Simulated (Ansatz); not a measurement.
# [WO4]2-: structure and electronic state

Aim: characterise [WO4]2- as a singlet: its structure, frontier levels and distribution of charge.

The runs use Ansatz 0.2.0, Gaussian basis; RKS PBE0-D4/def2-TZVPD.

Levels to be run: relaxation at PBE-D4/def2-SVPD; a search for the lowest solution at PBE0-D4/def2-SVP; a single point at PBE0-D4/def2-TZVPD; harmonic vibrations at PBE-D4/def2-SVPD.

## (1) Starting geometry

5 atoms, charge -2, spin multiplicity 1.

Atoms are counted from 1 here; the program's logs count them from 0.

Bond lengths: W1–O2 1.803 Å, W1–O3 1.803 Å, W1–O4 1.804 Å, W1–O5 1.803 Å. Angles: O2–W1–O3 109.5°, O2–W1–O4 109.5°, O2–W1–O5 109.5°, O3–W1–O4 109.4°, O3–W1–O5 109.5°, O4–W1–O5 109.5°.

As a file:

```xyz
5
charge -2, multiplicity 1
W    -0.0001   -0.0007    0.0001
O     0.0112   -0.0187    1.8035
O     1.6965    0.0116   -0.6113
O    -0.8573    1.4761   -0.5810
O    -0.8504   -1.4683   -0.6113
```

Formally the metal is d0. W takes a core potential in the def2 sets. No spin-orbit coupling is included. The ion is computed in the gas phase, without counter-ions or solvent.

The start is a GFN2-xTB (ALPB water) geometry.

## (2) Relaxation at PBE-D4/def2-SVPD

in.yaml reads:

```yaml
crystal:
  periodic: [false, false, false]
  atoms:
    - {symbol: W, position_ang: [-0.000050, -0.000670, 0.000130]}
    - {symbol: O, position_ang: [0.011250, -0.018680, 1.803500]}
    - {symbol: O, position_ang: [1.696500, 0.011620, -0.611290]}
    - {symbol: O, position_ang: [-0.857340, 1.476060, -0.581050]}
    - {symbol: O, position_ang: [-0.850360, -1.468330, -0.611300]}
basis:
  gaussian: {orbitals: def2-SVPD}
total_charge: -2
hamiltonian: {xc: pbe, dispersion: d4}
scf: {lower_state_search: "off"}
output: {orbitals: {seedname: orbitals}}
relax: {f_tol: 0.02, max_steps: 100}
```

Command:

```bash
ansatz run in.yaml --threads 4 --pin off --events-out ev --progress --plain --max-ram 3916MiB
```

After this run come: Searching for the lowest solution, PBE0-D4/def2-SVP; Single point, PBE0-D4/def2-TZVPD; Harmonic vibrations.

**Question.** What will the summary of the whole plan be? Wanted: point group; near neighbours of the metal; HOMO, LUMO at PBE0-D4/def2-TZVPD; charge on the metal; lowest, highest wavenumber.

The runs gave:

| quantity | value |
| --- | --- |
| point group | Td |
| near neighbours of the metal | O 1.82, O 1.82, O 1.82, O 1.82 Å |
| HOMO, LUMO at PBE0-D4/def2-TZVPD | 2.24, 7.22 eV |
| charge on the metal (Mulliken, PBE0-D4/def2-TZVPD) | +1.83 e |
| lowest, highest wavenumber | 287, 850 cm⁻¹ |

What this shows: The molecule keeps its bonding pattern by the stored test; the atoms moved 0.01 Å (rms). The Mulliken charge of the metal, +1.83 e, depends on the basis and isn't its oxidation state. All wavenumbers are real: a minimum at this level. Doubts on the single point: highest occupied level lies above zero. Whether this spin is the lowest isn't tested here.

A small anion of this charge may not be bound in the gas phase; the finite basis can hold electrons that would leave.
